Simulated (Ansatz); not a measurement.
# YS: the cost of one run

Program: Ansatz 0.2.0. Level of theory: DFT PBEsol, frozen-core PAW, scalar-relativistic unless said. These are calculated values, not measurements.

## Step 1: Starting point

It takes space group Fm-3m (No. 225, cubic). The conventional cell has a = 5.487 Å, b = 5.487 Å, c = 5.487 Å, α = 90.00°, β = 90.00°, γ = 90.00°. Y (site symmetry m-3m) has 6 S at 2.74 Å as nearest neighbours. S (site symmetry m-3m) has 6 Y at 2.74 Å as nearest neighbours.

Coordinates:

```
CELL_PARAMETERS angstrom
0.00000 2.74365 2.74365
2.74365 0.00000 2.74365
2.74365 2.74365 0.00000
ATOMIC_POSITIONS crystal
Y 0.50000 0.50000 0.50000
S 0.00000 0.00000 0.00000
```

Cartesian axes are those of the input's lattice vectors. The structure goes back to a database entry.

## Step 2: Cell and atoms relaxed, PAW

The input, input.yaml:

```yaml
crystal:
  lattice:
    - [0.0, 2.74365, 2.74365]
    - [2.74365, 0.0, 2.74365]
    - [2.74365, 2.74365, 0.0]
  atoms:
    - { symbol: "Y", position: [0.5, 0.5, 0.5] }
    - { symbol: S, position: [0.0, 0.0, 0.0] }
kpoints:
  mp_grid: { grid: [16, 16, 16] }
scf:
  occupations: { method: fermi_dirac, width: 0.1 }
hamiltonian:
  xc: pbesol
  pseudopotentials: { kind: paw }
relax:
  f_tol: 0.002
  max_steps: 80
  cell: {}
output:
  forces: true
  stress: true
```

Command:

```sh
ansatz run input.yaml --threads 1 --pin off --max-ram 3072MiB --backend cpu --events-out ev --progress --plain --runs-dir out
```

What time and memory should one allow on 1 thread of Arm Neoverse V2, shared host?

About 16 s, with a peak of 0.38 GiB.
